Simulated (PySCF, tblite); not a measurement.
**C6H3FO2S: geometry, infrared bands and NMR shifts**

Wanted: the infrared bands and NMR shifts of C6H3FO2S (`O=Cc1csc(C(=O)F)c1`), by calculation.

Computed with tblite 0.8.0 and PySCF 2.14.0, with density-fitted response routines of our own, on a single molecule in the gas phase. Atoms count from 0, in the outputs and in this text.

### 1 The molecule as given

13 atoms, charge 0, multiplicity 1; geometry from: force field or distance geometry start.

Bonds of the start (Å): O0–C1 1.21, C1–C2 1.47, C2–C3 1.39, C3–S4 1.71, S4–C5 1.70, C5–C6 1.45, C6–O7 1.23, C6–F8 1.34, C5–C9 1.38, C9–C2 1.42, C1–H10 1.11, C3–H11 1.08, C9–H12 1.09.

### 2 Relaxing the molecule with GFN2-xTB

The job: settings as JSON, then the geometry in Å.

```
{"job": {"kind": "relax", "xc": "GFN2-xTB", "basis": "xTB"}, "charge": 0, "multiplicity": 1}
O     -2.938200     1.530600    -0.909400
C     -2.131000     1.267400    -0.048000
C     -0.913100     0.477600    -0.275800
C     -0.589700    -0.024900    -1.526700
S      0.879000    -0.907900    -1.488600
C      1.096200    -0.616500     0.168400
C      2.259500    -1.131200     0.855100
O      2.518200    -0.979800     2.051500
F      3.145800    -1.847700     0.141200
C      0.063700     0.135200     0.702400
H     -2.268700     1.607800     0.998100
H     -1.150500     0.064100    -2.439900
H      0.024400     0.425800     1.753800
```

Launch:

```bash
OMP_NUM_THREADS=1 python probes_run.py task.json out
```

This one command runs all jobs of the session in turn.

Standard output:

```text
step      E/eV     max force
  0    -828.33176    3.830
  1    -828.35258    4.981
  2    -828.46956    0.781
  3    -828.48073    0.452
  4    -828.49690    0.493
  5    -828.50118    0.350
  6    -828.50413    0.150
  7    -828.50623    0.158
  8    -828.50715    0.115
  9    -828.50815    0.070
 10    -828.50851    0.063
 11    -828.50876    0.049
 12    -828.50895    0.036
 13    -828.50913    0.036
 14    -828.50926    0.034
 15    -828.50936    0.028
 16    -828.50949    0.035
 17    -828.50970    0.043
 18    -828.50993    0.054
 19    -828.51008    0.036
 20    -828.51015    0.016
 21    -828.51018    0.013
 22    -828.51020    0.014
 23    -828.51021    0.010
 24    -828.51023    0.009
```

Run time: 0.17 s. Hardware: 1 thread of Arm Neoverse V1, shared host.

The steps of the relaxation:

| step | energy from step 0 (eV) | largest force (eV/Å) |
| --- | --- | --- |
| 0 | 0.0000 | 3.8299 |
| 1 | -0.0208 | 4.9807 |
| 2 | -0.1378 | 0.7812 |
| 3 | -0.1490 | 0.4519 |
| 4 | -0.1651 | 0.4929 |
| 5 | -0.1694 | 0.3497 |
| 6 | -0.1724 | 0.1501 |
| 7 | -0.1745 | 0.1579 |
| 8 | -0.1754 | 0.1145 |
| 9 | -0.1764 | 0.0703 |
| 10 | -0.1767 | 0.0633 |
| 11 | -0.1770 | 0.0493 |
| 12 | -0.1772 | 0.0355 |
| 13 | -0.1774 | 0.0363 |
| 14 | -0.1775 | 0.0345 |
| 15 | -0.1776 | 0.0281 |
| 16 | -0.1777 | 0.0352 |
| 17 | -0.1779 | 0.0435 |
| 18 | -0.1782 | 0.0537 |
| 19 | -0.1783 | 0.0364 |
| 20 | -0.1784 | 0.0165 |
| 21 | -0.1784 | 0.0129 |
| 22 | -0.1784 | 0.0136 |
| 23 | -0.1784 | 0.0097 |
| 24 | -0.1785 | 0.0094 |

Close pairs (by a distance rule), those that changed most:

| bond | before (Å) | after (Å) | change (Å) |
| --- | --- | --- | --- |
| C6–O7 | 1.233 | 1.184 | -0.049 |
| S4–C5 | 1.696 | 1.740 | +0.044 |
| C6–F8 | 1.345 | 1.369 | +0.024 |
| C3–S4 | 1.714 | 1.693 | -0.021 |
| C9–H12 | 1.092 | 1.075 | -0.016 |
| C2–C9 | 1.424 | 1.411 | -0.014 |
| C5–C9 | 1.384 | 1.373 | -0.011 |
| O0–C1 | 1.209 | 1.203 | -0.007 |

The next job starts from the end point, and lists it.

### 3 Infrared spectrum with GFN2-xTB

The job: settings as JSON, then the geometry in Å.

```
{"job": {"kind": "ir", "xc": "GFN2-xTB", "basis": "xTB"}, "charge": 0, "multiplicity": 1}
O     -2.931077     1.535459    -0.874578
C     -2.110396     1.252236    -0.042497
C     -0.900770     0.464589    -0.290016
C     -0.568453    -0.048024    -1.528031
S      0.885031    -0.916585    -1.523822
C      1.094372    -0.610443     0.176319
C      2.234713    -1.104737     0.912540
O      2.497135    -0.967916     2.059362
F      3.079362    -1.817024     0.105070
C      0.061677     0.136552     0.687572
H     -2.213695     1.579266     1.008975
H     -1.140695     0.066255    -2.428983
H      0.008407     0.430857     1.720359
```

Standard output:

```text
mode    cm-1     km/mol
  1      60.0      1.44
  2      83.8     15.18
  3     109.7      6.89
  4     167.8      0.70
  5     196.5      3.25
  6     222.0      3.27
  7     328.9      2.92
  8     423.2      0.81
  9     428.8      2.57
 10     485.5      0.00
 11     559.5      1.56
 12     612.8     29.45
 13     676.5     47.18
 14     679.4     41.35
 15     722.5      6.77
 16     782.3     12.15
 17     837.4      4.58
 18     893.7     15.66
 19     919.8     93.92
 20     922.8      0.32
 21     993.1     65.80
 22    1100.2    199.83
 23    1132.4     13.93
 24    1182.0    110.12
 25    1342.1     33.99
 26    1413.4     42.56
 27    1421.3     76.26
 28    1506.4    265.11
 29    1747.8    460.99
 30    1824.2    566.47
 31    2786.4     95.10
 32    3139.8      0.01
 33    3157.1      4.77
```

Run time: 0.46 s. Hardware: 1 thread of Arm Neoverse V1, shared host.

Which atoms move in the most intense modes:

| cm⁻¹ | km/mol | atoms |
| --- | --- | --- |
| 920 | 93.9 | C6 38 %, F8 18 %, C5 18 % |
| 1100 | 199.8 | H12 32 %, H11 19 %, C2 12 % |
| 1182 | 110.1 | C5 53 %, C6 16 %, H12 12 % |
| 1421 | 76.3 | C2 41 %, C3 21 %, C5 17 % |
| 1506 | 265.1 | C5 34 %, C9 33 %, C2 17 % |
| 1748 | 461.0 | C1 59 %, O0 39 % |
| 1824 | 566.5 | C6 61 %, O7 37 % |
| 2786 | 95.1 | H10 94 % |

### 4 Shielding tensors: PBE0/pcSseg-1

The job, as its differences from that of step 3:

```diff
@@ -1,2 +1,2 @@
-{"job": {"kind": "ir", "xc": "GFN2-xTB", "basis": "xTB"}, "charge": 0, "multiplicity": 1}
+{"job": {"kind": "nmr", "xc": "PBE0", "basis": "pcSseg-1"}, "charge": 0, "multiplicity": 1}
 O     -2.931077     1.535459    -0.874578
```

Method: GIAO PBE0/pcSseg-1 NMR shielding, non-relativistic, gas phase.

Standard output:

```text
coarse grid: 13264 points
cycle   1  E = -877.8530997918  dE =  2.187e+00  |g| = 1.148e+00  |ddm| = 3.984e+00
cycle   2  E = -876.9210627622  dE =  9.320e-01  |g| = 2.460e+00  |ddm| = 4.067e+00
cycle   3  E = -878.0970206929  dE = -1.176e+00  |g| = 2.613e-01  |ddm| = 3.232e+00
cycle   4  E = -878.1065531351  dE = -9.532e-03  |g| = 1.353e-01  |ddm| = 3.292e-01
cycle   5  E = -878.1094534654  dE = -2.900e-03  |g| = 2.684e-02  |ddm| = 1.157e-01
cycle   6  E = -878.1095933529  dE = -1.399e-04  |g| = 1.206e-02  |ddm| = 3.740e-02
cycle   7  E = -878.1096230157  dE = -2.966e-05  |g| = 2.853e-03  |ddm| = 1.130e-02
cycle   8  E = -878.1096244835  dE = -1.468e-06  |g| = 1.340e-03  |ddm| = 4.236e-03
final grid: 129136 points
cycle   9  E = -878.1983315973  dE = -8.041e-07  |g| = 1.633e-02  |ddm| = 3.257e-02
cycle  10  E = -878.1981693648  dE =  1.622e-04  |g| = 3.280e-02  |ddm| = 4.363e-02
cycle  11  E = -878.1983838668  dE = -2.145e-04  |g| = 2.324e-03  |ddm| = 3.179e-02
cycle  12  E = -878.1983849002  dE = -1.033e-06  |g| = 3.565e-04  |ddm| = 2.302e-03
cycle  13  E = -878.1983849244  dE = -2.410e-08  |g| = 1.413e-04  |ddm| = 5.483e-04
cycle  14  E = -878.1983849274  dE = -3.017e-09  |g| = 6.414e-05  |ddm| = 1.643e-04
cycle  15  E = -878.1983849281  dE = -7.494e-10  |g| = 2.137e-05  |ddm| = 8.204e-05
converged SCF energy = -878.1983849281

GIAO shielding tensors (ppm)
atom      isotropic    diamagn.    paramagn.     s11        s22        s33       span
  0 O     -330.399     395.809    -726.208   -952.069   -418.527    379.400   1331.470
  1 C       -0.124     241.697    -241.821    -91.402     -2.482     93.513    184.916
  2 C       39.502     262.841    -223.339    -24.948     19.490    123.964    148.912
  3 C       35.262     257.652    -222.390    -59.271     13.120    151.936    211.207
  4 S      234.980    1056.052    -821.072     96.025    203.388    405.528    309.502
  5 C       49.272     267.772    -218.500    -15.993     51.678    112.131    128.124
  6 C       27.628     245.760    -218.132    -82.991     47.147    118.729    201.719
  7 O      -86.682     402.184    -488.867   -312.520   -206.034    258.506    571.025
  8 F      139.953     475.593    -335.640    -70.264    182.217    307.905    378.169
  9 C       39.703     250.956    -211.253    -42.717      5.850    155.975    198.692
 10 H       21.482      27.335      -5.853     18.170     22.059     24.217      6.048
 11 H       23.122      31.758      -8.636     19.991     22.710     26.664      6.673
 12 H       23.195      33.275     -10.080     20.739     22.700     26.146      5.408
```

It took 29 s on 1 thread of Arm Neoverse V1, shared host; peak memory 0.78 GiB.

Shifts follow as δ = σ(reference) − σ, with reference shieldings (ppm) from runs at the same level and on the same kind of geometry: 1H TMS 31.72, 13C TMS 186.9, 19F CFCl3 170.9, 17O H2O 336.1, 33S CS2 504. The references are single molecules in the gas phase, so shifts against H2O, NH3, PH3, H3PO4 or CFCl3 are not on the usual liquid scales and can be off by tens of ppm.

| atoms | environment | σ (ppm) | δ (ppm) | δ scaled to CDCl3 |
| --- | --- | --- | --- | --- |
| C1 | aldehyde carbonyl carbon | -0.1 | 187.0 | 180.6 |
| C6 | carbonyl carbon | 27.6 | 159.3 | 153.6 |
| C3 | aromatic CH next to the ring sulfur | 35.3 | 151.7 | 141.7 |
| C2 | substituted aromatic carbon | 39.5 | 147.4 | 142.0 |
| C9 | aromatic CH | 39.7 | 147.2 | 141.8 |
| C5 | substituted aromatic carbon next to the ring sulfur | 49.3 | 137.7 | 128.0 |
| H10 | hydrogen on an aldehyde carbonyl carbon | 21.48 | 10.24 | 9.75 |
| H11 | hydrogen on an aromatic CH next to the ring sulfur | 23.12 | 8.60 | 8.21 |
| H12 | hydrogen on an aromatic CH | 23.20 | 8.52 | 8.14 |
| O0 | aldehyde oxygen | -330.4 | 666.5 | – |
| O7 | carbonyl oxygen | -86.7 | 422.8 | – |
| S4 | aromatic ring sulfur | 235 | 269 | – |
| F8 | fluorine bonded to C | 140.0 | 31.0 | – |

The scaled column applies a straight-line fit of computed shieldings to shifts measured in CDCl3, with any fitted terms for Cl, Br or S neighbours, and one for carbons that bear F (root-mean-square error 0.16 ppm for H, 1.9 ppm for C).

The run also stored atomic charges by several schemes (e):

| atoms | Mulliken | IAO | Hirshfeld | ESP fit |
| --- | --- | --- | --- | --- |
| O0 | -0.35 | -0.39 | -0.22 | -0.45 |
| C1 | 0.40 | 0.25 | 0.12 | 0.44 |
| C2 | -0.29 | -0.09 | -0.03 | -0.05 |
| C3 | -0.17 | -0.27 | -0.04 | -0.17 |
| S4 | 0.44 | 0.44 | 0.17 | 0.13 |
| C5 | -0.57 | -0.24 | -0.05 | -0.18 |
| C6 | 0.70 | 0.60 | 0.22 | 0.71 |
| O7 | -0.34 | -0.39 | -0.22 | -0.45 |
| F8 | -0.28 | -0.30 | -0.10 | -0.24 |
| C9 | 0.16 | -0.12 | -0.03 | -0.19 |

Mayer bond orders: O0–C1 2.01, C1–C2 1.01, C2–C3 1.44, C3–S4 1.26, S4–C5 1.13, C5–C6 1.02, C6–O7 2.07, C6–F8 0.95, C5–C9 1.44, C9–C2 1.23.

Ring of atoms C2, C3, S4, C5, C9: NICS(0) -11.4, NICS(1) -11.1, NICS(1)zz -24.4 ppm (means of both faces).

### 5 What came out

| quantity | value |
| --- | --- |
| strongest single infrared mode (GFN2-xTB) | 1824 cm⁻¹, 566 km/mol |
| zero-point energy (GFN2-xTB) | 47.0 kcal/mol |
| 13C shifts against TMS (PBE0/pcSseg-1) | 187.0, 159.3, 151.7, 147.4, 147.2, 137.7 ppm |
| 1H shifts against TMS (PBE0/pcSseg-1) | 10.24, 8.60, 8.52 ppm |
| 17O shifts against H2O (PBE0/pcSseg-1) | 666.5, 422.8 ppm |
| 33S shifts against CS2 (PBE0/pcSseg-1) | 269 ppm |
| 19F shifts against CFCl3 (PBE0/pcSseg-1) | 31.0 ppm |

**Reading.** Relaxing lowered the energy by 0.178 eV in 24 steps; the close pair that moved most is C6–O7, from 1.233 to 1.184 Å. All 33 modes are real, so the xTB geometry is a minimum. The strongest single mode, at 1824 cm⁻¹, moves mainly C6 and O7. GFN2-xTB is a fitted tight-binding method: band positions and strengths are rough. Its intensities can rank the bands wrongly. The most deshielded carbon is C1 (aldehyde carbonyl carbon), at 187.0 ppm: low-lying n→π* states of the double bond to the heteroatom give a large paramagnetic term (-242 ppm). H10 (hydrogen on an aldehyde carbonyl carbon) lies farthest downfield among hydrogen, at 10.24 ppm; the C=O anisotropy and electron withdrawal place aldehyde protons far downfield. At PBE0/pcSseg-1: Shielding is most anisotropic at O0 (span 1331 ppm, paramagnetic term -726 ppm). NICS(1)zz of -24 ppm above the planar ring from C2 marks a diatropic (aromatic) ring current.
